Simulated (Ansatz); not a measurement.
# Ge2HO (doublet): from Hartree-Fock to the top rungs at a displaced geometry (v2), cc-pVDZ

How much of the correlation energy of Ge2HO (doublet) does each wave-function method recover here?

The runs use Ansatz 0.2.0, Gaussian basis; cc-pVDZ, core rule «outside noble gas», up to 29 orbitals frozen.

The runs, in order: UHF; CCSD(T) on ROHF; CCSD(T) on UHF; BCCD(T) on ROHF; CISD; CCSDT(Q) on ROHF; CCSDT(Q) on UHF; CASSCF and MRCISD+Q, 9 electrons in 9 orbitals; CASSCF and NEVPT2, 9 electrons in 9 orbitals.

18 further runs of the same task are left out: 4 that didn't finish, 14 set aside as unsound or not needed.

**1. The system**

The geometry is a PBE0/def2-TZVP stationary point (not a proven minimum) with its atoms shifted at random (size 0.100 Å). No spin-orbit coupling is included. The filled d shell of Ge may be among the frozen orbitals whatever the setting's name suggests; the logs give the count.

4 atoms, charge 0, spin multiplicity 2.

Atoms are counted from 1 here; the program's logs count them from 0.

Bond lengths: Ge1–O2 1.738 Å, O2–Ge3 1.810 Å, Ge3–H4 1.555 Å. Angles: Ge1–O2–Ge3 169.7°, O2–Ge3–H4 92.6°.

Geometry (Å):

```
Ge    0.06453   -0.36276    2.24522
O    -0.10015   -0.29758    0.51639
Ge   -0.02372   -0.44031   -1.28669
H     0.05934    1.10065   -1.47492
```

**2. UHF**

Input file in.yaml:

```yaml
crystal:
  periodic: [false, false, false]
  atoms:
    - {symbol: Ge, position_ang: [0.064533, -0.362760, 2.245217]}
    - {symbol: O, position_ang: [-0.100154, -0.297582, 0.516390]}
    - {symbol: Ge, position_ang: [-0.023718, -0.440311, -1.286686]}
    - {symbol: H, position_ang: [0.059339, 1.100653, -1.474921]}
basis:
  gaussian: {orbitals: cc-pVDZ}
magnetization: {spin_polarized: true, initial_magnetization: 1}
hamiltonian: {xc: hf}
output: {orbitals: {seedname: orbitals}}
```

Started as:

```bash
ansatz run in.yaml --threads 1 --pin off --events-out ev --progress --plain --max-ram 2393MiB
```

The runs that follow: CCSD(T) on ROHF; CCSD(T) on UHF; BCCD(T) on ROHF; CISD; CCSDT(Q) on ROHF; CCSDT(Q) on UHF; CASSCF and MRCISD+Q, 9 electrons in 9 orbitals; CASSCF and NEVPT2, 9 electrons in 9 orbitals.

**Question.** What will the summary of the whole plan be? Wanted: UCCSDT(Q) below the RHF energy; RMP2 from UCCSDT(Q); UMP2 from UCCSDT(Q); RCCSD from UCCSDT(Q); RCCSD(T) from UCCSDT(Q); UCCSD(T) from UCCSDT(Q); RCCSDT(Q) from UCCSDT(Q); NEVPT2 frontier from UCCSDT(Q); MRCISD+Q frontier from UCCSDT(Q).

The runs gave:

| quantity | value |
| --- | --- |
| UCCSDT(Q) below the RHF energy | -9.9892 eV |
| RMP2 from UCCSDT(Q) | +111.2 kJ/mol |
| UMP2 from UCCSDT(Q) | +112.2 kJ/mol |
| RCCSD from UCCSDT(Q) | +38.9 kJ/mol |
| RCCSD(T) from UCCSDT(Q) | +7.6 kJ/mol |
| UCCSD(T) from UCCSDT(Q) | +7.4 kJ/mol |
| RCCSDT(Q) from UCCSDT(Q) | +1.3 kJ/mol |
| NEVPT2 frontier from UCCSDT(Q) | +179.8 kJ/mol |
| MRCISD+Q frontier from UCCSDT(Q) | +12.1 kJ/mol |
| levels within 1 kcal/mol (43 meV) | UCCSDT, RCCSDT(Q) |
| T1 diagnostic | 0.037 |

What this shows: RCCSD(T) misses by +7.6 kJ/mol, 0.8 % of the correlation energy. Of the multireference levels listed MRCISD+Q frontier comes nearest in total energy (+12.1 kJ/mol), which doesn't show that its space is the better one. These misses are within one basis, not against nature; the frozen cores of restricted and unrestricted runs differ, which can shift their rows.
